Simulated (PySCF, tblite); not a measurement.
# C7H8: a rotation path, then NMR shifts on frames, part 2 of 2

tblite 0.8.0 and PySCF 2.14.0. Atoms count from 0. Earlier steps stand in the parts before.

## (5) Nuclear shieldings: image 4, PBE0/pcSseg-1

The job: settings as JSON, then the geometry in Å.

```
{"job": {"kind": "nmr", "xc": "PBE0", "basis": "pcSseg-1", "pop": false}, "charge": 0, "multiplicity": 1}
C      3.971400     0.806000     0.029500
C      2.894400     0.274100     0.114300
C      1.669200    -0.304900     0.211800
C      0.580300    -0.817300     0.301100
C     -0.754500    -1.359700     0.394600
C     -1.851200    -0.310600     0.078000
C     -1.288800     1.066900    -0.255700
H      4.912800     1.260400    -0.042300
H     -0.893500    -1.754000     1.405900
H     -0.832300    -2.203300    -0.298000
H     -2.449300    -0.661900    -0.765000
H     -2.519700    -0.220700     0.936300
H     -2.095400     1.756100    -0.494300
H     -0.729500     1.467000     0.587000
H     -0.618400     1.009800    -1.110200
```

Method: GIAO PBE0/pcSseg-1 NMR shielding, non-relativistic, gas phase.

Log:

```text
coarse grid: 12568 points
cycle   1  E = -270.9647077333  dE =  9.183e-01  |g| = 4.088e-01  |ddm| = 3.823e+00
cycle   2  E = -270.9726573096  dE = -7.950e-03  |g| = 3.707e-01  |ddm| = 8.703e-01
cycle   3  E = -271.0068917412  dE = -3.423e-02  |g| = 1.010e-01  |ddm| = 4.101e-01
cycle   4  E = -271.0086921189  dE = -1.800e-03  |g| = 5.176e-02  |ddm| = 9.827e-02
cycle   5  E = -271.0093093088  dE = -6.172e-04  |g| = 1.058e-02  |ddm| = 4.339e-02
cycle   6  E = -271.0093365428  dE = -2.723e-05  |g| = 2.501e-03  |ddm| = 1.131e-02
cycle   7  E = -271.0093375563  dE = -1.014e-06  |g| = 1.595e-03  |ddm| = 2.976e-03
final grid: 121432 points
cycle   8  E = -271.0543148493  dE = -3.662e-05  |g| = 7.696e-03  |ddm| = 1.002e-01
cycle   9  E = -271.0543018220  dE =  1.303e-05  |g| = 1.041e-02  |ddm| = 1.533e-02
cycle  10  E = -271.0543275527  dE = -2.573e-05  |g| = 3.107e-03  |ddm| = 9.398e-03
cycle  11  E = -271.0543302867  dE = -2.734e-06  |g| = 3.524e-04  |ddm| = 2.853e-03
cycle  12  E = -271.0543303169  dE = -3.025e-08  |g| = 1.034e-04  |ddm| = 3.982e-04
cycle  13  E = -271.0543303185  dE = -1.614e-09  |g| = 7.247e-05  |ddm| = 1.428e-04
cycle  14  E = -271.0543303198  dE = -1.220e-09  |g| = 1.739e-05  |ddm| = 6.272e-05
cycle  15  E = -271.0543303198  dE = -7.401e-11  |g| = 3.184e-06  |ddm| = 1.610e-05
converged SCF energy = -271.0543303198

GIAO shielding tensors (ppm)
atom      isotropic    diamagn.    paramagn.     s11        s22        s33       span
  0 C      116.233     263.041    -146.808     38.844     40.688    269.168    230.324
  1 C      112.560     248.710    -136.150     23.297     23.566    290.815    267.517
  2 C      109.919     246.667    -136.748     30.932     37.296    261.529    230.597
  3 C      105.574     262.676    -157.103      7.401     11.925    297.395    289.994
  4 C      168.627     251.292     -82.666    146.098    177.509    182.274     36.176
  5 C      169.117     247.392     -78.274    158.157    170.859    178.336     20.179
  6 C      171.303     247.712     -76.409    161.896    172.870    179.142     17.245
  7 H       30.561      34.385      -3.824     25.066     25.127     41.490     16.424
  8 H       29.098      28.772       0.326     23.215     28.227     35.852     12.637
  9 H       29.113      28.910       0.203     23.230     28.226     35.884     12.654
 10 H       30.165      29.497       0.668     24.962     28.607     36.925     11.963
 11 H       30.159      29.364       0.794     25.028     28.558     36.889     11.861
 12 H       30.654      28.589       2.065     25.927     27.946     38.089     12.163
 13 H       30.392      30.618      -0.226     26.299     29.429     35.450      9.151
 14 H       30.343      30.721      -0.378     26.087     29.690     35.251      9.165
```

Run time: 13 s. Hardware: 1 thread of AMD EPYC 9R14, shared host; peak memory 0.76 GiB.

Key values: δ C3 81.4, C2 77.0, C1 74.4, C0 70.7, H8 2.62, H9 2.60 ppm.

## (6) Shielding tensors: image 6, PBE0/pcSseg-1

The job: settings as JSON, then the geometry in Å.

```
{"job": {"kind": "nmr", "xc": "PBE0", "basis": "pcSseg-1", "pop": false}, "charge": 0, "multiplicity": 1}
C      4.014100     0.806400     0.253000
C      2.928500     0.285500     0.260900
C      1.696200    -0.286900     0.271000
C      0.604200    -0.800000     0.298400
C     -0.730900    -1.349400     0.264100
C     -1.813700    -0.252100     0.282600
C     -1.383700     1.004800    -0.464800
H      4.962500     1.251900     0.249700
H     -0.866000    -2.015700     1.121900
H     -0.828000    -1.951900    -0.645000
H     -2.722500    -0.656400    -0.168600
H     -2.046200     0.012800     1.316100
H     -2.189300     1.734900    -0.478700
H     -0.522000     1.454600     0.023000
H     -1.107900     0.769600    -1.490400
```

Level: GIAO PBE0/pcSseg-1 NMR shielding, non-relativistic, gas phase.

Log:

```text
coarse grid: 12568 points
cycle   1  E = -270.9686867903  dE =  9.193e-01  |g| = 4.087e-01  |ddm| = 3.789e+00
cycle   2  E = -270.9768190861  dE = -8.132e-03  |g| = 3.699e-01  |ddm| = 8.825e-01
cycle   3  E = -271.0110721157  dE = -3.425e-02  |g| = 9.677e-02  |ddm| = 4.203e-01
cycle   4  E = -271.0126750534  dE = -1.603e-03  |g| = 5.146e-02  |ddm| = 9.453e-02
cycle   5  E = -271.0132829381  dE = -6.079e-04  |g| = 1.082e-02  |ddm| = 4.358e-02
cycle   6  E = -271.0133117259  dE = -2.879e-05  |g| = 2.367e-03  |ddm| = 1.142e-02
cycle   7  E = -271.0133126649  dE = -9.391e-07  |g| = 1.464e-03  |ddm| = 2.856e-03
final grid: 121432 points
cycle   8  E = -271.0585891144  dE = -3.478e-05  |g| = 7.458e-03  |ddm| = 1.023e-01
cycle   9  E = -271.0585796071  dE =  9.507e-06  |g| = 9.604e-03  |ddm| = 1.497e-02
cycle  10  E = -271.0586013149  dE = -2.171e-05  |g| = 2.831e-03  |ddm| = 8.585e-03
cycle  11  E = -271.0586035735  dE = -2.259e-06  |g| = 3.626e-04  |ddm| = 2.616e-03
cycle  12  E = -271.0586036060  dE = -3.253e-08  |g| = 9.550e-05  |ddm| = 3.954e-04
cycle  13  E = -271.0586036074  dE = -1.442e-09  |g| = 6.466e-05  |ddm| = 1.294e-04
cycle  14  E = -271.0586036084  dE = -9.651e-10  |g| = 1.705e-05  |ddm| = 5.602e-05
converged SCF energy = -271.0586036084

GIAO shielding tensors (ppm)
atom      isotropic    diamagn.    paramagn.     s11        s22        s33       span
  0 C      116.047     262.895    -146.848     38.958     40.133    269.052    230.094
  1 C      112.634     248.527    -135.893     23.366     23.680    290.856    267.490
  2 C      109.750     246.466    -136.716     31.050     37.425    260.774    229.724
  3 C      105.551     263.846    -158.295      7.595     10.722    298.336    290.742
  4 C      165.953     250.859     -84.907    147.692    172.455    177.711     30.019
  5 C      165.450     247.244     -81.794    156.326    166.376    173.648     17.321
  6 C      172.051     248.286     -76.234    163.157    170.706    182.291     19.134
  7 H       30.548      34.275      -3.726     25.067     25.126     41.452     16.384
  8 H       29.122      28.516       0.606     23.600     27.813     35.954     12.353
  9 H       29.223      29.475      -0.251     23.573     28.343     35.755     12.182
 10 H       30.219      29.146       1.072     25.415     28.280     36.961     11.547
 11 H       30.183      30.013       0.170     25.286     28.530     36.734     11.448
 12 H       30.628      28.694       1.934     26.037     27.819     38.027     11.990
 13 H       29.988      30.823      -0.835     25.101     30.007     34.857      9.756
 14 H       30.909      30.687       0.222     27.269     28.737     36.721      9.453
```

Wall time 12 s (1 thread of AMD EPYC 9R14, shared host); peak memory 0.76 GiB.

Key values: δ C3 81.4, C2 77.2, C1 74.3, C0 70.9, H8 2.59, H9 2.49 ppm.

## (7) Nuclear shieldings: image 8, PBE0/pcSseg-1

The job: settings as JSON, then the geometry in Å.

```
{"job": {"kind": "nmr", "xc": "PBE0", "basis": "pcSseg-1", "pop": false}, "charge": 0, "multiplicity": 1}
C      4.157600     0.702600     0.519200
C      3.047400     0.244500     0.429500
C      1.792700    -0.268200     0.326800
C      0.685600    -0.738600     0.230800
C     -0.656600    -1.261700     0.124700
C     -1.707800    -0.180300     0.408300
C     -1.669800     0.931500    -0.632600
H      5.124500     1.099100     0.598500
H     -0.771600    -2.084900     0.837400
H     -0.803300    -1.662700    -0.883800
H     -2.696400    -0.645100     0.414000
H     -1.528100     0.241800     1.399600
H     -2.412700     1.692300    -0.404500
H     -0.688700     1.401500    -0.649700
H     -1.877300     0.536300    -1.625200
```

Method: GIAO PBE0/pcSseg-1 NMR shielding, non-relativistic, gas phase.

Log:

```text
coarse grid: 12568 points
cycle   1  E = -270.9729875578  dE =  9.148e-01  |g| = 4.085e-01  |ddm| = 3.793e+00
cycle   2  E = -270.9812835687  dE = -8.296e-03  |g| = 3.694e-01  |ddm| = 8.616e-01
cycle   3  E = -271.0153943099  dE = -3.411e-02  |g| = 9.697e-02  |ddm| = 4.120e-01
cycle   4  E = -271.0170194197  dE = -1.625e-03  |g| = 5.084e-02  |ddm| = 9.341e-02
cycle   5  E = -271.0176135377  dE = -5.941e-04  |g| = 1.099e-02  |ddm| = 4.390e-02
cycle   6  E = -271.0176436631  dE = -3.013e-05  |g| = 2.250e-03  |ddm| = 1.169e-02
cycle   7  E = -271.0176445051  dE = -8.420e-07  |g| = 1.388e-03  |ddm| = 2.699e-03
final grid: 121432 points
cycle   8  E = -271.0624327621  dE = -3.515e-05  |g| = 7.612e-03  |ddm| = 9.798e-02
cycle   9  E = -271.0624236052  dE =  9.157e-06  |g| = 9.691e-03  |ddm| = 1.498e-02
cycle  10  E = -271.0624457113  dE = -2.211e-05  |g| = 2.750e-03  |ddm| = 8.574e-03
cycle  11  E = -271.0624478348  dE = -2.124e-06  |g| = 3.607e-04  |ddm| = 2.531e-03
cycle  12  E = -271.0624478671  dE = -3.222e-08  |g| = 9.116e-05  |ddm| = 3.998e-04
cycle  13  E = -271.0624478684  dE = -1.350e-09  |g| = 5.984e-05  |ddm| = 1.195e-04
cycle  14  E = -271.0624478692  dE = -8.095e-10  |g| = 1.761e-05  |ddm| = 5.256e-05
converged SCF energy = -271.0624478692

GIAO shielding tensors (ppm)
atom      isotropic    diamagn.    paramagn.     s11        s22        s33       span
  0 C      116.198     263.063    -146.865     38.864     39.981    269.749    230.885
  1 C      112.560     248.509    -135.949     23.338     23.588    290.755    267.416
  2 C      112.301     245.691    -133.390     33.952     39.130    263.822    229.870
  3 C      103.998     264.429    -160.431      2.174     10.218    299.601    297.427
  4 C      163.441     250.999     -87.558    151.368    164.640    174.314     22.946
  5 C      160.797     247.613     -86.817    154.756    156.863    170.771     16.016
  6 C      171.489     247.762     -76.273    158.466    169.716    186.286     27.820
  7 H       30.561      34.267      -3.706     25.085     25.127     41.471     16.386
  8 H       29.051      28.714       0.337     23.381     28.046     35.728     12.347
  9 H       29.546      30.056      -0.510     24.985     28.262     35.389     10.404
 10 H       30.174      29.420       0.754     25.093     28.498     36.931     11.838
 11 H       30.168      30.641      -0.473     26.135     28.702     35.667      9.532
 12 H       30.536      28.491       2.045     26.071     27.634     37.903     11.832
 13 H       30.034      30.668      -0.635     25.086     30.255     34.760      9.674
 14 H       30.993      29.859       1.134     27.303     28.408     37.268      9.965
```

Run time: 12 s. Hardware: 1 thread of AMD EPYC 9R14, shared host; peak memory 0.76 GiB.

This run: δ C3 82.9, C2 74.6, C1 74.4, C0 70.7, H8 2.67, H9 2.17 ppm.

## (8) Side by side: NMR shifts

Shifts (ppm) of some atoms, chosen among heavy atoms and hydrogens apart, with basis size and wall time:

```csv
frame,C3,C2,C5,C4,C6,H14,H13,functions,time
image 0,83.1,74.4,26.3,23.5,15.5,1.66,0.74,159,13 s
image 2,81.3,77.4,21.7,21.0,14.6,1.76,0.80,159,13 s
image 4,81.4,77.0,17.8,18.3,15.6,1.37,1.32,159,13 s
image 6,81.4,77.2,21.5,21.0,14.9,0.81,1.73,159,12 s
image 8,82.9,74.6,26.1,23.5,15.4,0.72,1.68,159,12 s
```

## (9) Outcome

What follows sums up all 2 parts.

```
                                       quantity                                               value
                                        barrier                  0.159 eV (3.7 kcal/mol) at image 4
                          end to end (GFN2-xTB)                                            0.000 eV
13C shifts against TMS (PBE0/pcSseg-1, image 0)        83.1, 74.4, 74.4, 70.7, 26.3, 23.5, 15.5 ppm
 1H shifts against TMS (PBE0/pcSseg-1, image 0)  2.68, 2.14, 1.66, 1.56, 1.55, 1.18, 1.15, 0.74 ppm
                       range of the shift of C5                                    17.8 to 26.3 ppm
```

**Reading.** Along the band the dihedral turns by 130°, and the top (dihedral 0°) lies 3.7 kcal/mol above the start (GFN2-xTB, rough), so at room temperature this motion is fast. The top was not checked by a frequency run. Shifts at one fixed geometry are not the observed spectrum, which averages over the motion. In the first frame run (image 0): Shielding is most anisotropic at C3 (span 298 ppm, paramagnetic term -161 ppm). Across the 5 runs the shift of C5 moves most, between 17.8 (image 4) and 26.3 ppm (image 0).
